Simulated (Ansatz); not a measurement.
# C2H3BO: basis-set convergence

One table from this session's results is given with a row withheld; the runs are named, their logs left out.

Program: Ansatz 0.2.0, Gaussian basis. Level of theory: one geometry, several basis sets. These are calculated values, not measurements.

Plan: PBE0-D4/def2-SVP; ωB97M-V/def2-SVP; PBE0-D4/def2-QZVPP; ωB97M-V/def2-QZVPP; the functionals' def2-TZVPP values are taken from earlier runs.

## The relaxed structure

The geometry comes from an earlier relaxation with PBE0-D4 in a triple-zeta def2 set; it is a stationary point, not always the lowest conformer.

7 atoms, charge 0, spin multiplicity 1.

Atoms are counted from 1 here; the program's logs count them from 0.

Bond lengths: B1–C2 1.531 Å, B1–O4 1.432 Å, B1–H5 1.190 Å, C2–C3 1.346 Å, C2–H6 1.076 Å, C3–O4 1.395 Å, C3–H7 1.088 Å. Angles: C2–B1–O4 94.6°, C2–B1–H5 138.4°, O4–B1–H5 124.3°, B1–C2–C3 76.2°, B1–C2–H6 143.7°, C3–C2–H6 129.8°, C2–C3–O4 105.3°, C2–C3–H7 136.1°, O4–C3–H7 117.7°, B1–O4–C3 78.2°.

Set-up of the first run:

Contents of in.yaml:

```yaml
crystal:
  periodic: [false, false, false]
  atoms:
    - {symbol: B, position_ang: [-0.802513, 0.329214, -0.470610]}
    - {symbol: C, position_ang: [0.009087, 0.310041, 0.827356]}
    - {symbol: C, position_ang: [0.560594, -0.672418, 0.090575]}
    - {symbol: O, position_ang: [-0.388578, -0.976995, -0.884954]}
    - {symbol: H, position_ang: [-1.315916, 1.128602, -1.186943]}
    - {symbol: H, position_ang: [0.451401, 0.935355, 1.583789]}
    - {symbol: H, position_ang: [1.547225, -1.121698, -0.004912]}
basis:
  gaussian: {orbitals: def2-SVP}
hamiltonian: {xc: pbe0, dispersion: d4}
output: {orbitals: {seedname: orbitals}}
```

On the command line:

```sh
$ ansatz run in.yaml --threads 2 --pin off --events-out ev --progress --plain --max-ram 4352MiB
```

Among the steps run: PBE0-D4 in def2-SVP; ωB97M-V in def2-SVP; PBE0-D4 in def2-QZVPP; ωB97M-V in def2-QZVPP.

One table of the session follows, with a row left open; its other results are not shown here.

It belongs to the step «Density functionals: the series». 

```
functional       basis  HOMO (eV)
   PBE0-D4    def2-SVP      -7.05
   PBE0-D4  def2-TZVPP      -7.15
   PBE0-D4  def2-QZVPP      -7.18
   ωB97M-V    def2-SVP      -9.30
   ωB97M-V  def2-TZVPP      -9.42
   ωB97M-V  def2-QZVPP          ?
```

Estimate the missing values for ωB97M-V, def2-QZVPP.

The run gave: HOMO (eV): -9.44. In the column «HOMO (eV)» it is the lowest.
